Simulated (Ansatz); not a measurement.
# ZrH₂+ (quartet): from Hartree-Fock to the top rungs, def2-TZVPP

The task here is to estimate one member of a computed series from the others.

The runs use Ansatz 0.2.0, Gaussian basis; def2-TZVPP, core rule «outside noble gas», up to 4 orbitals frozen.

To be run: UHF; ROHF; CCSD(T) on UHF.

2 further runs of the same task are left out: 2 set aside as unsound or not needed.

### The system

The geometry is a PBE0/def2-TZVP stationary point (not a proven minimum) of the parent state, kept for this charge and spin. No spin-orbit coupling is included. Elements past krypton take def2 core potentials.

3 atoms, charge 1, spin multiplicity 4.

Atoms are counted from 1 here; the program's logs count them from 0.

Bond lengths: Zr1–H2 1.963 Å, Zr1–H3 1.963 Å. Angles: H2–Zr1–H3 180.0°.

Coordinates:

```xyz
3
H2Zr
Zr    0.0000    0.0000    0.0000
H     0.0000    0.0000   -1.9633
H     0.0000    0.0000    1.9633
```

The first run:

File in.yaml:

```yaml
crystal:
  periodic: [false, false, false]
  atoms:
    - {symbol: Zr, position_ang: [0.000000, 0.000000, 0.000000]}
    - {symbol: H, position_ang: [0.000000, 0.000000, -1.963300]}
    - {symbol: H, position_ang: [0.000000, 0.000000, 1.963300]}
basis:
  gaussian: {orbitals: def2-TZVPP}
total_charge: 1
magnetization: {spin_polarized: true, initial_magnetization: 3}
hamiltonian: {xc: hf}
output: {orbitals: {seedname: orbitals}}
```

Command:

```sh
> ansatz run in.yaml --threads 1 --pin off --events-out ev --progress --plain --max-ram 4096MiB --backend cpu
```

Steps of the session up to this table: UHF; ROHF; CCSD(T) on UHF.

One of the session's tables, all rows but one given; the rest of the session is left out.

| method | from UCCSD(T) (kcal/mol) |
| --- | --- |
| ROHF | ? |
| UHF | +47.30 |
| UMP2 | +15.04 |
| UCCSD | +1.95 |
| UCCSD(T) | 0 |

**Question.** Estimate the row for ROHF.

The run gave: from UCCSD(T) (kcal/mol): +51.23. In the column «from UCCSD(T) (kcal/mol)» it is the highest.
